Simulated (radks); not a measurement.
# Sr⁴⁺ in [Ar] 3d10 4s2 4p4: an all-electron calculation

One table from this session's results is given with a row withheld; the runs are named, their logs left out.

Method: Dirac Kohn-Sham, Wu-Cohen GGA, spin-unpolarised, spherical densities, finite nucleus; open shells are shared between the two j in proportion to 2j + 1. Code: radks (a radial shooting solver on a logarithmic mesh, Libxc functionals) version 1.

## What is computed

```
element            : strontium (Z = 38)
charge             : +4
electrons          : 34
configuration      : [Ar] 3d10 4s2 4p4
nuclear rms radius : 4.224 fm
```

Outer shells as boxes (Hund's rule):

Sr⁴⁺
```
[Ar] core
3d [↑↓][↑↓][↑↓][↑↓][↑↓]
4s [↑↓]
4p [↑↓][↑ ][↑ ]
```

Set-up of the first run:

The run's settings:

```text
Z 38
configuration [Ar] 3d10 4s2 4p4 5s0 4d0
relativity Dirac
functional wc,pbe
spin unpolarised
j_filling average
nucleus finite rms 4.224 fm
c 137.035999084
```

One table of the session follows, with a row left open; its other results are not shown here.

It belongs to the step «Shells». Sizes of the orbitals, from the radial functions (bohr):

```
level      <r>  outermost maximum (interpolated)  90 % within  nodes
1s1/2  0.03917                            0.0255       0.0701      0
2s1/2   0.1722                             0.145        0.267      1
2p1/2   0.1475                             0.114        0.241      0
2p3/2   0.1516                             0.117        0.247      0
3s1/2        ?                                 ?            ?      ?
3p1/2   0.4909                             0.425        0.746      1
3p3/2   0.5013                             0.434        0.762      1
3d3/2   0.4945                             0.374        0.801      0
3d5/2   0.4981                             0.377        0.807      0
4s1/2    1.297                              1.17         1.88      3
4p1/2    1.424                              1.26         2.09      2
4p3/2    1.449                              1.28         2.12      2
4d3/2    1.871                              1.60         2.82      1
4d5/2    1.880                              1.61         2.83      1
5s1/2    2.873                              2.74         4.06      4
```

Estimate the missing values for 3s1/2.

As computed: <r>: 0.4917; outermost maximum (interpolated): 0.436; 90 % within: 0.730; nodes: 2. In the column «<r>» it lies between 3p1/2 (0.4909) and 3d3/2 (0.4945).

Caveats from the session: Spin polarisation and multiplet splitting are left out.
